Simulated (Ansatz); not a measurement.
The system is GaSb3.

```
CELL_PARAMETERS angstrom
0.00000 3.73060 3.73060
3.73060 0.00000 3.73060
3.73060 3.73060 0.00000
ATOMIC_POSITIONS crystal
Sb 0.50000 0.50000 0.50000
Sb 0.75000 0.75000 0.75000
Sb 0.25000 0.25000 0.25000
Ga 0.00000 0.00000 0.00000
```

The cell comes from a database or a generator and needn't be the stable form of this composition.

| Quantity | Value |
| --- | --- |
| Program | Ansatz 0.2.0 |
| Task | single point |
| Functional | PBEsol |
| Potentials or basis | all-electron LAPW, scalar-relativistic |
| Cutoff | 173 eV (chosen from the basis error) |
| Basis error allowed | 0.001 eV/atom |
| k mesh | 6 × 6 × 6 |
| Occupations | fermi-dirac, width 0.05 eV |
| Spin | no spin polarisation |

On this cell: pressure -3.4 GPa; largest force zero by symmetry; band gap on the k mesh none (metal or under the smearing width).

The same run follows on a disturbed copy (atoms moved at random, drawn with an rms of 0.05 Å):

```
Sb Ga
1.0
     0.00000    3.73060    3.73060
     3.73060    0.00000    3.73060
     3.73060    3.73060    0.00000
Sb Ga
3 1
Direct
  0.50031 0.50350 0.49744
  0.75419 0.75328 0.75013
  0.24185 0.26492 0.25236
  0.00685 0.00417 0.99441
```

Problem. What does the disturbed cell give?

Solution. The energy (extrapolated to zero smearing) moves by +0.1 meV/atom; pressure -3.4 GPa; largest force 0.044 eV/Å; band gap on the k mesh none (metal or under the smearing width).

Forces in eV/Å, atoms in the order of the input:
```
Sb  -0.006  0.012  0.019
Sb   0.037 -0.022 -0.008
Sb  -0.024  0.018  0.002
Ga  -0.007 -0.007 -0.013
```

Stress tensor (GPa, compression positive):
```
-3.40 -0.01 -0.28
-0.01 -3.39  0.39
-0.28  0.39 -3.41
```
